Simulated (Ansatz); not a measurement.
**CCl₂GeN radical: one species, many methods**

How much do the methods differ for CCl₂GeN radical? The plan is to run it at one geometry with functionals of several rungs and with coupled cluster. The yardstick is the atomisation energy at the CCSD(T) limit.

The runs use Ansatz 0.2.0, Gaussian basis; functionals in def2-TZVPP, the program's frozen cores in correlated methods.

Levels to be run: LDA (SPW92), PBE-D4, revPBE-D4, BLYP-D4, r2SCAN-D4, B97M-V, PBE0-D4, B3LYP-D4, r2SCANh-D4, r2SCAN0-D4, HSE06-D4, BHLYP-D4, CAM-B3LYP-D4, LC-ωPBE, ωB97X-V, ωB97M-V, B2PLYP, PBE-QIDH; CCSD(T)/def2-SVP; CCSD(T)/def2-TZVPP; MP2/def2-QZVPP; extrapolation to the limit; RPA on PBE.

## (1) Structure used throughout

The geometry comes from an earlier relaxation with PBE0-D4 in a triple-zeta def2 set; it is a stationary point.

SMILES `N#[C][Ge]([Cl])[Cl]`, 5 atoms, charge 0, spin multiplicity 2.

Atoms are counted from 1 here; the program's logs count them from 0.

Bond lengths: N1–C2 1.153 Å, C2–Ge3 1.927 Å, Ge3–Cl4 2.135 Å, Ge3–Cl5 2.135 Å. Angles: N1–C2–Ge3 173.8°, C2–Ge3–Cl4 106.8°, C2–Ge3–Cl5 106.8°, Cl4–Ge3–Cl5 110.5°.

Coordinates:

```xyz
5

N     1.4252   -1.4394    1.2650
C     0.6754   -0.7259    0.7572
Ge   -0.6664    0.4897    0.0964
Cl   -1.7543   -0.5534   -1.4151
Cl    0.3699    2.1554   -0.7449
```

## (2) LDA

This LDA is Slater exchange with PW92 correlation.

Contents of in.yaml:

```yaml
crystal:
  periodic: [false, false, false]
  atoms:
    - {symbol: N, position_ang: [1.425156, -1.439390, 1.265031]}
    - {symbol: C, position_ang: [0.675449, -0.725923, 0.757191]}
    - {symbol: Ge, position_ang: [-0.666442, 0.489745, 0.096383]}
    - {symbol: Cl, position_ang: [-1.754305, -0.553421, -1.415101]}
    - {symbol: Cl, position_ang: [0.369942, 2.155388, -0.744905]}
basis:
  gaussian: {orbitals: def2-TZVPP}
magnetization: {spin_polarized: true, initial_magnetization: 1}
hamiltonian: {xc: lda}
output: {orbitals: {seedname: orbitals}}
```

Run with:

```bash
$ ansatz run in.yaml --threads 4 --pin off --events-out ev --progress --plain --max-ram 10444MiB
```

After this run come: PBE-D4 (GGA); revPBE-D4 (GGA); BLYP-D4 (GGA); r2SCAN-D4 (meta-GGA); B97M-V (meta-GGA); B3LYP-D4 (hybrid); r2SCANh-D4 (hybrid); r2SCAN0-D4 (hybrid); HSE06-D4 (hybrid); BHLYP-D4 (hybrid); CAM-B3LYP-D4 (range-separated); LC-ωPBE (range-separated); ωB97X-V (range-separated); ωB97M-V (range-separated); B2PLYP (double hybrid); PBE-QIDH (double hybrid); CCSD(T) in def2-SVP; CCSD(T) in def2-TZVPP; MP2 in def2-QZVPP; RPA on PBE orbitals.

Q: Predict the results of all the runs planned. Wanted: atomisation energy, CCSD(T)/CBS; farthest beyond LDA; mean size of error, GGA; mean size of error, meta-GGA; mean size of error, hybrid; mean size of error, range-separated; mean size of error, double hybrid; gap, smallest and largest; T1 diagnostic.

The runs gave:

| quantity | value |
| --- | --- |
| atomisation energy, CCSD(T)/CBS | 427.1 kcal/mol |
| functionals within 4.3 kcal/mol (1.0 %) | B3LYP-D4, r2SCANh-D4, CAM-B3LYP-D4, LC-ωPBE, B2PLYP, PBE-QIDH |
| farthest beyond LDA | PBE-D4 (+28.5 kcal/mol) |
| mean size of error, GGA | 16.4 kcal/mol |
| mean size of error, meta-GGA | 8.8 kcal/mol |
| mean size of error, hybrid | 8.6 kcal/mol |
| mean size of error, range-separated | 3.3 kcal/mol |
| mean size of error, double hybrid | 2.0 kcal/mol |
| gap, smallest and largest | 0.78 eV (LDA (SPW92)), 8.08 eV (LC-ωPBE) |
| T1 diagnostic | 0.0145 |
| triples share of the correlation energy | 4.7 % |

The LDA atomisation energy is off by 87.1 kcal/mol (20 %): it overbinds. PBE-D4 misses by +28.5 kcal/mol. Double hybrids carry the basis error of their MP2 part in triple zeta, and no dispersion term here, so their miss is partly the set-up's. The rungs double hybrid, range-separated miss on average by less than the doubt on the reference (4.3 kcal/mol), so they tie; GGA functionals have the largest mean beyond LDA (16.4 kcal/mol). The reference freezes the cores and leaves out relativity and excitations past (T), and its outer-core shells are covered unevenly, so misses under about 4.3 kcal/mol can't be ranked. Hartree-Fock recovers 64 % of the binding; the rest is correlation. CCSD(T) in def2-SVP is off by -35.0 kcal/mol, more than most functionals: a good method in a small basis is no reference. Orbital gaps span 0.8 to 8.1 eV; exact exchange widens them. Correlated methods include outer-core shells of Ge, which these sets cover unevenly.
